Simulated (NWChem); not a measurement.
# One shape, several levels: C2H9NSi (SMILES CN(C)[SiH3])

Wanted: a comparison of 4 runs (HF/STO-3G, HF/3-21G, B3LYP/6-31G*) of C2H9NSi. 

The calculation is run with NWChem 7.3.0.

46 further runs of the same task are left out: 46 set aside as unsound or not needed.

## Step 1: The structure to begin with

C2H9NSi has 13 atoms, charge 0, and is taken as a singlet. SMILES: `CN(C)[SiH3]`. The C3–H9 distance was set to 1.651 Å, away from the relaxed value. At this shape a bond of the SMILES string is far longer than usual.

Bond lengths: C1–N2 1.442 Å, N2–C3 1.442 Å, N2–Si4 1.717 Å, C1–H5 1.101 Å, C1–H6 1.097 Å, C1–H7 1.092 Å, C3–H8 1.097 Å, C3–H10 1.092 Å, Si4–H11 1.497 Å, Si4–H12 1.487 Å, Si4–H13 1.487 Å. Some angles: C1–N2–C3 113.7°, C1–N2–Si4 120.9°, C3–N2–Si4 120.9°, N2–C1–H5 112.8°, N2–C1–H6 110.4°, N2–C1–H7 110.5°, N2–C3–H8 110.4°, N2–C3–H10 110.5°, N2–Si4–H11 115.3°, N2–Si4–H12 107.9°. A long bond or contact: C3–H9 1.651 Å.

## Step 2: The energy at HF/STO-3G (run 1)

nw.xyz

```xyz
13
C2H9NSi hf
C     -1.159777     0.950758    -0.121384
N     -0.370677     0.000658     0.622916
C      0.950923     0.476058     0.949716
Si    -0.710777    -1.681142     0.547916
H     -0.722477     1.191758    -1.102484
H     -1.253877     1.890758     0.436616
H     -2.167077     0.562958    -0.289384
H      0.891023     1.408358     1.525016
H      1.870100     0.778300    -0.388400
H      1.480723    -0.257442     1.561716
H     -0.237677    -2.376042    -0.691084
H     -2.186077    -1.853042     0.613016
H     -0.040777    -2.335442     1.702716
```

nw.nw

```
start nw
title "C2H9NSi hf"
memory 2200 mb
charge 0
geometry units angstrom noautosym nocenter noautoz
 load nw.xyz
end
basis "ao basis" spherical bse
 * library STO-3G
end
scf
 thresh 1e-08
 maxiter 80
end
task scf energy
```

Run with:

```
$ nwchem nw.nw > nw.out
```

What it wrote:

```text
[...]
  functions       =    33
[...]
  wavefunction    = RHF
[...]
         Total SCF energy =   -419.280648624606
      One-electron energy =   -934.171210815103
      Two-electron energy =    336.053063283738
 Nuclear repulsion energy =    178.837498906759
        Time for solution =      2.5s
[...]
```

It took 3.3 s on 1 thread of Intel Xeon 6975P-C (Granite Rapids), shared host; peak memory 0.1 GiB.

## Step 3: The energy at HF/3-21G (run 2)

run.py

```python
from ase import Atoms
from ase.calculators.nwchem import NWChem

molecule = Atoms(['C', 'N', 'C', 'Si', 'H', 'H', 'H', 'H', 'H', 'H', 'H', 'H', 'H'], positions=[
    [-1.159777, 0.950758, -0.121384],
    [-0.370677, 0.000658, 0.622916],
    [0.950923, 0.476058, 0.949716],
    [-0.710777, -1.681142, 0.547916],
    [-0.722477, 1.191758, -1.102484],
    [-1.253877, 1.890758, 0.436616],
    [-2.167077, 0.562958, -0.289384],
    [0.891023, 1.408358, 1.525016],
    [1.870100, 0.778300, -0.388400],
    [1.480723, -0.257442, 1.561716],
    [-0.237677, -2.376042, -0.691084],
    [-2.186077, -1.853042, 0.613016],
    [-0.040777, -2.335442, 1.702716],
])

calc = NWChem(
    label='run',
    theory='scf',
    memory='2200 mb',
    basis='3-21G',
    basispar='spherical bse',
    scf={'nopen': '0', 'rhf': None, 'thresh': '1e-08', 'maxiter': '80'},
    task='energy',
)
molecule.calc = calc

print(f"energy = {molecule.get_potential_energy():.6f} eV")
print("dipole (e A):", molecule.get_dipole_moment().round(4))
```

Run with:

```
$ export ASE_NWCHEM_COMMAND="nwchem PREFIX.nwi > PREFIX.nwo"
$ python run.py
```

What it wrote:

```text
energy = -11482.885777 eV
dipole (e A): [-0.1032  0.0929  0.0572]
```

The calculator wrote run.nwi:

```
title "run"

permanent_dir run

scratch_dir run

start run

geometry units angstrom nocenter noautosym noautoz
  C  -1.1597770000000001e+00 9.5075799999999999e-01 -1.2138400000000001e-01
  N  -3.7067699999999998e-01 6.5799999999999995e-04 6.2291600000000003e-01
  C  9.5092299999999996e-01 4.7605799999999998e-01 9.4971600000000000e-01
  Si -7.1077699999999999e-01 -1.6811419999999999e+00 5.4791599999999996e-01
  H  -7.2247700000000004e-01 1.1917580000000001e+00 -1.1024840000000000e+00
  H  -1.2538769999999999e+00 1.8907579999999999e+00 4.3661600000000000e-01
  H  -2.1670769999999999e+00 5.6295799999999996e-01 -2.8938399999999997e-01
  H  8.9102300000000001e-01 1.4083580000000000e+00 1.5250159999999999e+00
  H  1.8701000000000001e+00 7.7829999999999999e-01 -3.8840000000000002e-01
  H  1.4807230000000000e+00 -2.5744200000000000e-01 1.5617160000000001e+00
  H  -2.3767700000000000e-01 -2.3760420000000000e+00 -6.9108400000000003e-01
  H  -2.1860770000000000e+00 -1.8530420000000001e+00 6.1301600000000001e-01
  H  -4.0777000000000001e-02 -2.3354420000000000e+00 1.7027159999999999e+00
end

memory 2200 mb

basis spherical bse noprint
   * library 3-21G
end

scf
  nopen 0
  rhf
  thresh 1e-08
  maxiter 80
end

task scf energy
```

run.nwo:

```text
Northwest Computational Chemistry Package (NWChem) 7.3.0
             --------------------------------------------------------

           Job information
           ---------------

    nwchem branch   = 7.3.0
    use scalapack   = T
    input           = run.nwi
    prefix          = run.
    data base       = run/run.db
    status          = startup
    nproc           =        1

           Memory information
           ------------------

    heap     =     72089596 doubles =      550.0 Mbytes
    stack    =     72089601 doubles =      550.0 Mbytes
    global   =    144179200 doubles =     1100.0 Mbytes (distinct from heap & stack)
    total    =    288358397 doubles =     2200.0 Mbytes
    verify   = yes
    hardfail = no

[... 142 lines left out ...]
 Convergence threshold     :          1.000E-08
[... 12 lines left out ...]
       Final RHF  results
[... 3 lines left out ...]
      One-electron energy =   -934.882309010224
[... 1 line left out ...]
 Nuclear repulsion energy =    178.837498906758
[... 39 lines left out ...]
                       ROHF Final Molecular Orbital Analysis
[... 224 lines left out ...]
  Mulliken analysis of the total density
  --------------------------------------

    Atom       Charge   Shell Charges
 -----------   ------   -------------------------------------------------------
    1 C    6     6.32   1.99  0.36  1.59  1.04  1.35
    2 N    7     8.00   1.99  0.34  1.83  1.35  2.49
    3 C    6     6.16   1.99  0.37  1.44  1.02  1.35
[... 9 lines of this table left out ...]
   13 H    1     1.22   0.43  0.79

       Multipole analysis of the density wrt the origin
       ------------------------------------------------

     L   x y z        total         open         nuclear
     -   - - -        -----         ----         -------
     0   0 0 0     -0.000000      0.000000     42.000000

     1   1 0 0     -0.195103      0.000000    -30.547150
[... 8 lines of this table left out ...]
     2   0 0 2    -27.571094      0.000000     80.624866

 Task  times  cpu:        2.8s     wall:        2.8s
 Total times  cpu:        2.9s     wall:        2.9s
```

Run time: 3.9 s. Hardware: 1 thread of Intel Xeon 6975P-C (Granite Rapids), shared host; peak memory 0.1 GiB.

Run 3 isn't shown in full; the table further down has it.

## Step 4: A single-point energy at B3LYP/6-31G(d) (Cartesian functions) (run 4)

c2h9nsi.nw

```
start c2h9nsi
title "C2H9NSi energy"
memory stack 880 mb heap 220 mb global 1100 mb

geometry noautosym nocenter noautoz
   C       -1.159777       0.950758      -0.121384
   N       -0.370677       0.000658       0.622916
   C        0.950923       0.476058       0.949716
   Si      -0.710777      -1.681142       0.547916
   H       -0.722477       1.191758      -1.102484
   H       -1.253877       1.890758       0.436616
   H       -2.167077       0.562958      -0.289384
   H        0.891023       1.408358       1.525016
   H        1.870100       0.778300      -0.388400
   H        1.480723      -0.257442       1.561716
   H       -0.237677      -2.376042      -0.691084
   H       -2.186077      -1.853042       0.613016
   H       -0.040777      -2.335442       1.702716
end

basis
   * library 6-31G*
end

dft
   xc b3lyp
   grid xfine
   convergence energy 1e-08
   iterations 100
   mulliken
end

task dft energy
```

Run with:

```
$ nwchem c2h9nsi.nw > c2h9nsi.out
```

What it wrote:

```text
[...]
          Wavefunction type:  closed shell.
          No. of atoms     :    13
          No. of electrons :    42
[...]
          Charge           :     0
          Spin multiplicity:     1
[...]
          AO basis - number of functions:    82
[...]
              XC Information
              --------------
                         B3LYP Method XC Potential
                     Hartree-Fock (Exact) Exchange  0.200
                        Slater Exchange Functional  0.800 local
                    Becke 1988 Exchange Functional  0.720 non-local
              Lee-Yang-Parr Correlation Functional  0.810
                  VWN I RPA Correlation Functional  0.190 local
[...]
 d= 0,ls=0.0,diis     1   -425.7605032598 -6.05D+02  8.88D-03  4.71D-01     5.8
[...]
 d= 0,ls=0.0,diis    10   -425.8081517903 -1.25D-09  3.76D-07  1.66D-09    50.9
         Total DFT energy =     -425.808151790332
      One electron energy =     -938.447014800427
           Coulomb energy =      375.770601775618
    Exchange-Corr. energy =      -41.969237672282
 Nuclear repulsion energy =      178.837498906758
[...]
      Total Density - Mulliken Population Analysis
     ---------------------------------------------
    Atom       Charge   Shell Charges
 -----------   ------   -------------------------------------------------------
    1 C    6     6.30   1.99  0.68  2.11  0.58  0.89  0.04
    2 N    7     7.46   1.99  0.77  2.54  0.80  1.35  0.01
    3 C    6     6.20   1.99  0.69  1.95  0.64  0.90  0.03
    4 Si  14    13.52   2.00  1.99  5.96  1.02  1.86  0.21  0.30  0.19
    5 H    1     0.85   0.53  0.32
    6 H    1     0.85   0.53  0.32
    7 H    1     0.84   0.53  0.31
    8 H    1     0.84   0.53  0.31
    9 H    1     1.05   0.40  0.65
   10 H    1     0.84   0.53  0.31
[...]
```

Wall time 52 s (1 thread of Intel Xeon 6975P-C (Granite Rapids), shared host); peak memory 0.16 GiB.

## Step 5: All runs side by side

```
run                               level  iteration cap  module  energy (Eh)  dipole moment (D)  HOMO energy (eV)  LUMO energy (eV)  wall time
  1                           HF/STO-3G             80     scf  -419.280649               0.56             -6.79              9.29      3.3 s
  2                            HF/3-21G             80     scf  -421.988272               0.72             -9.05              4.48      3.9 s
  3  B3LYP/6-31G* (spherical functions)            100     dft  -425.804049                  –                 –                 –       46 s
  4  B3LYP/6-31G* (Cartesian functions)            100     dft  -425.808152               0.90             -6.08              0.24       52 s
```

## Step 6: Results

```
            quantity          value
 run 4: total energy  -425.80815 Eh
run 4: dipole moment         0.90 D
  run 4: HOMO energy       -6.08 eV
  run 4: LUMO energy        0.24 eV
run 4: HOMO–LUMO gap        6.33 eV
```

**Reading.** Over runs 1, 2, 4 the dipole moment (its size) runs from 0.56 D (HF/STO-3G) to 0.90 D (B3LYP/6-31G*). The two ends differ in method and basis. Over runs 1, 2, 4 the HOMO–LUMO gap runs from 6.33 eV (B3LYP/6-31G*) to 16.08 eV (HF/STO-3G). In run 1 the basis is minimal, so the values are rough. All runs together took 1.7 min, the longest 52 s.
